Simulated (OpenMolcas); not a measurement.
# SiI3 (triiodosilyl): UKT3/def2-SVP (RICD fitting, core potential, fitting threshold 0.0001)

What is the vertical ionisation energy of SiI3 (triiodosilyl) at UKT3/def2-SVP (RICD fitting, core potential, fitting threshold 0.0001)? 

Program for the calculation: OpenMolcas 26.06.

**1. The molecule**

SiI3 has 4 atoms, charge 0, and is taken as a doublet. As SMILES, `I[Si](I)I`. Geometry: relaxed at GFN2-xTB.

Bond lengths: I1–Si2 2.496 Å, Si2–I3 2.493 Å, Si2–I4 2.493 Å. Angles: I1–Si2–I3 108.9°, I1–Si2–I4 109.1°, I3–Si2–I4 109.2°.

**2. A single-point energy at UKT3/def2-SVP (RICD fitting, core potential, fitting threshold 0.0001)**

File coord.xyz:

```xyz
4

I      0.576450     0.478690     2.232220
Si     0.588770     0.067090    -0.229300
I     -0.231980    -2.246350    -0.664150
I     -0.933230     1.700570    -1.338770
```

File job.input:

```
&GATEWAY
 BASLIB=$CurrDir
 COORD=coord.xyz
 BASIS=def2-SVP
 GROUP=NoSym
 RICD
 CDTHRESHOLD=0.0001

&SEWARD

&SCF
 UHF
 SPIN=2
 KSDFT=KT3
 PRORBITALS=1 1
```

The basis set def2-SVP is read from a file made from the Basis Set Exchange's data (not shown).

Command:

```sh
$ export MOLCAS_MEM=1860
$ pymolcas job.input > job.log
```

Standard output:

```text
--- Start Module: gateway ---
[...]
--- Stop Module: gateway /rc=_RC_ALL_IS_WELL_ ---
--- Start Module: seward ---
[...]
      Basis functions           96
--- Stop Module: seward /rc=_RC_ALL_IS_WELL_ ---
[...]
--- Start Module: scf ---
[...]
       Convergence after  15 Iterations
[...]
::    Total KS-DFT energy                           -1190.1790017564
[...]
      Total spin, S                                     0.5016093918
[...]
      Total electronic charge=   89.000000
      Total            charge=   -0.000000
[...]
      Dipole Moment (debye):
      Origin of the operator (angstrom)=   -0.1425   -0.0162    0.0555
                   X=  1.7598E-01               Y=  1.9351E-02               Z= -8.5811E-02           Total=  1.9674E-01
      Quadrupole Moment (debye*angstrom):
[...]
--- Stop Module: scf /rc=_RC_ALL_IS_WELL_ ---
[...]
```

Wall time 8.1 s (1 thread of Arm Neoverse V2, shared host); peak memory 0.093 GiB.

**3. The singlet cation**

coord.xyz is that of step 2.

File job.inp:

```
&GATEWAY
 BasLib = $CurrDir
 Coord = coord.xyz
 Basis = def2-SVP
 Group = NoSym
 RICD
 CDThreshold = 0.0001

&SEWARD

&SCF
 Charge = 1
 KSDFT = KT3
 PrOrbitals = 1 1
```

The basis set def2-SVP is read from a file made from the Basis Set Exchange's data (not shown).

Command:

```sh
$ export MOLCAS_MEM=1860
$ pymolcas job.inp > job.log
```

Standard output:

```text
--- Start Module: gateway ---
[...]
--- Stop Module: gateway /rc=_RC_ALL_IS_WELL_ ---
--- Start Module: seward ---
[...]
      Basis functions           96
--- Stop Module: seward /rc=_RC_ALL_IS_WELL_ ---
[...]
--- Start Module: scf ---
[...]
       Convergence after  24 Iterations
[...]
::    Total KS-DFT energy                           -1189.8768380302
[...]
      Total spin, S                                     0.0000000000
[...]
      Total electronic charge=   88.000000
      Total            charge=    1.000000
[...]
      Dipole Moment (debye):
      Origin of the operator (angstrom)=   -0.1425   -0.0162    0.0555
                   X=  6.7002E-01               Y=  7.7883E-02               Z= -2.7537E-01           Total=  7.2857E-01
      Center of Charge (angstrom)
[...]
--- Stop Module: scf /rc=_RC_ALL_IS_WELL_ ---
[...]
```

Wall time 7.8 s (1 thread of Arm Neoverse V2, shared host); peak memory 0.093 GiB.

**4. What came out**

At UKT3/def2-SVP (RICD fitting, core potential, fitting threshold 0.0001):

| quantity | value |
| --- | --- |
| doublet SiI3: total energy | -1190.17900 Eh |
| doublet SiI3: dipole moment | 0.20 D |
| doublet SiI3: HOMO energy (highest over α and β) | -5.81 eV |
| doublet SiI3: LUMO energy (lowest over α and β) | -4.83 eV |
| doublet SiI3: ⟨S²⟩ | 0.753 |
| singlet cation: total energy | -1189.87684 Eh |
| singlet cation: HOMO energy | -11.30 eV |
| singlet cation: LUMO energy | -10.58 eV |
| singlet cation: HOMO–LUMO gap | 0.72 eV |
| vertical ionisation energy (to the singlet cation) | 8.222 eV |

**Reading.** Removing an electron at fixed nuclei costs 8.22 eV (190 kcal/mol). Only the singlet of the ionised species was computed; a triplet could lie lower.
